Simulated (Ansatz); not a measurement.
# CH3FSSi: the cost of one run

All numbers below are computed with Ansatz 0.2.0 (UHF/def2-SVP).

### 1 Starting point

Bond lengths: F1–C2 1.352 Å, C2–Si3 1.773 Å, C2–S4 1.716 Å, Si3–S4 2.139 Å, C2–H5 1.091 Å, Si3–H6 1.497 Å, Si3–H7 1.526 Å. Angles: F1–C2–Si3 116.8°, F1–C2–S4 116.9°, F1–C2–H5 110.9°, Si3–C2–S4 75.6°, Si3–C2–H5 117.2°, S4–C2–H5 115.6°, C2–Si3–S4 51.0°, C2–Si3–H6 122.7°, C2–Si3–H7 121.3°, S4–Si3–H6 106.1°, S4–Si3–H7 104.6°, H6–Si3–H7 114.9°, C2–S4–Si3 53.4°.

As a file:

```xyz
7

F    -1.9037    0.0724    0.4039
C    -0.8069    0.0895   -0.3870
Si    0.7644    0.1985    0.4269
S    -0.0553   -1.4199   -0.7055
H    -0.9645    0.7301   -1.2559
H     1.0014   -0.3367    1.8047
H     2.0258    0.5981   -0.3328
```

### 2 End point A

input.yaml

```yaml
crystal:
  periodic: [false, false, false]
  atoms:
    - { symbol: F, position_ang: [-1.9037, 0.0724, 0.4039] }
    - { symbol: C, position_ang: [-0.8069, 0.0895, -0.387] }
    - { symbol: Si, position_ang: [0.7644, 0.1985, 0.4269] }
    - { symbol: S, position_ang: [-0.0553, -1.4199, -0.7055] }
    - { symbol: H, position_ang: [-0.9645, 0.7301, -1.2559] }
    - { symbol: H, position_ang: [1.0014, -0.3367, 1.8047] }
    - { symbol: H, position_ang: [2.0258, 0.5981, -0.3328] }
magnetization:
  spin_polarized: true
basis:
  gaussian: { orbitals: def2-SVP }
hamiltonian:
  xc: hf
relax:
  f_tol: 0.02
  max_steps: 50
```

Run with:

```bash
$ ansatz run input.yaml --threads 2 --pin off --max-ram 3072MiB --backend cpu --events-out ev --progress --plain --runs-dir out
```

Q: Estimate wall time and peak memory on 2 threads of Arm Neoverse V2, shared host.

About 6.6 s, with a peak of 0.17 GiB.
